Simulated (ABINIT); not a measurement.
Ta3N:

```
CELL_PARAMETERS angstrom
3.03222 0.00000 0.00000
-1.51611 2.62598 0.00000
0.00000 0.00000 7.52414
ATOMIC_POSITIONS crystal
Ta 0.66667 0.33333 0.82607
Ta 0.33333 0.66667 0.17393
Ta 0.00000 0.00000 0.50000
N 0.00000 0.00000 0.00000
```

The cell comes from a database or a generator and needn't be the stable form of this composition.

Base run:

```yaml
Program: ABINIT 10.8.3 (patched build)
Functional: LDA
Potentials_or_basis: JTH PAW LDA v2.0
Cutoff: 707 eV
k_mesh: 10 × 10 × 4
Occupations: fermi-dirac, width 0.05 eV
Spin: no spin polarisation
```

Its results: band gap on the k mesh none (metal or under the smearing width); pressure -13.7 GPa; largest force 0.559 eV/Å.

Problem. The run is repeated on the same cell with these changes: functional from LDA to PBEsol; potentials or basis from JTH PAW LDA v2.0 to PseudoDojo NC SR PBEsol v0.4.1 standard; cutoff from 707 eV to 1143 eV. What comes out?

Solution. Band gap on the k mesh none (metal or under the smearing width); pressure -8.1 GPa; largest force 0.396 eV/Å.

Caveats: spin-orbit coupling is left out, which moves the levels of the heavy elements.
